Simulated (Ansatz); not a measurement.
# CH2BFN2: one species, many methods

An exercise on one series of results from a longer session: the logs are not shown, and one member is left open.

The runs use Ansatz 0.2.0, Gaussian basis; functionals in def2-TZVPP, the program's frozen cores in correlated methods.

Plan: LDA (SPW92), PBE-D4, revPBE-D4, BLYP-D4, r2SCAN-D4, B97M-V, PBE0-D4, B3LYP-D4, r2SCANh-D4, r2SCAN0-D4, HSE06-D4, BHLYP-D4, CAM-B3LYP-D4, LC-ωPBE, ωB97X-V, ωB97M-V, B2PLYP, PBE-QIDH; CCSD(T)/def2-SVP; CCSD(T)/def2-TZVPP; MP2/def2-QZVPP; extrapolation to the limit; RPA on PBE.

### Structure used throughout

An earlier PBE0-D4 in a triple-zeta def2 set relaxation fixed the geometry.

SMILES `N=C1NB1F`, 7 atoms, charge 0, spin multiplicity 1.

Atoms are counted from 1 here; the program's logs count them from 0.

Bond lengths: N1–C2 1.253 Å, N1–H6 1.016 Å, C2–N3 1.415 Å, C2–B4 1.518 Å, N3–B4 1.377 Å, N3–H7 1.010 Å, B4–F5 1.306 Å. Angles: C2–N1–H6 110.4°, N1–C2–N3 132.7°, N1–C2–B4 171.5°, N3–C2–B4 55.9°, C2–N3–B4 65.9°, C2–N3–H7 135.9°, B4–N3–H7 158.2°, C2–B4–N3 58.3°, C2–B4–F5 159.2°, N3–B4–F5 142.5°.

Set-up of the first run:

in.yaml

```yaml
crystal:
  periodic: [false, false, false]
  atoms:
    - {symbol: N, position_ang: [-0.818689, -0.082779, 1.491552]}
    - {symbol: C, position_ang: [-0.292286, 0.037947, 0.360580]}
    - {symbol: N, position_ang: [0.879481, -0.506765, -0.214890]}
    - {symbol: B, position_ang: [0.171646, 0.321020, -1.056728]}
    - {symbol: F, position_ang: [0.176767, 0.823278, -2.262361]}
    - {symbol: H, position_ang: [-1.671966, 0.466363, 1.546366]}
    - {symbol: H, position_ang: [1.616249, -1.127063, 0.089682]}
basis:
  gaussian: {orbitals: def2-TZVPP}
hamiltonian: {xc: lda}
output: {orbitals: {seedname: orbitals}}
```

Launch:

```console
ansatz run in.yaml --threads 2 --pin off --events-out ev --progress --plain --max-ram 4352MiB
```

Steps of the session up to this table: LDA; PBE-D4 (GGA); revPBE-D4 (GGA); BLYP-D4 (GGA); r2SCAN-D4 (meta-GGA); B97M-V (meta-GGA); PBE0-D4 (hybrid); B3LYP-D4 (hybrid); r2SCANh-D4 (hybrid); r2SCAN0-D4 (hybrid); HSE06-D4 (hybrid); BHLYP-D4 (hybrid); CAM-B3LYP-D4 (range-separated); LC-ωPBE (range-separated); ωB97X-V (range-separated); ωB97M-V (range-separated); B2PLYP (double hybrid); PBE-QIDH (double hybrid).

One of the session's tables, all rows but one given; the rest of the session is left out.

It belongs to the step «Frontier levels by functional». 

```
  functional  HOMO (eV)  gap (eV)
 LDA (SPW92)      -6.06      4.38
      PBE-D4      -5.93      4.53
   revPBE-D4      -5.87      4.58
     BLYP-D4      -5.83      4.56
   r2SCAN-D4      -6.19      5.05
      B97M-V      -6.32      5.28
     PBE0-D4      -7.36      6.99
    B3LYP-D4      -7.14      6.52
  r2SCANh-D4      -6.73      5.96
  r2SCAN0-D4      -7.54      7.32
    HSE06-D4      -6.95      6.20
    BHLYP-D4      -8.75      9.47
CAM-B3LYP-D4      -8.79      9.58
     LC-ωPBE          ?         ?
     ωB97X-V      -9.76     11.72
     ωB97M-V      -9.66     11.44
```

Estimate the missing values for LC-ωPBE.

**Answer.** HOMO (eV): -10.10; gap (eV): 12.13. In the column «HOMO (eV)» it is the lowest.
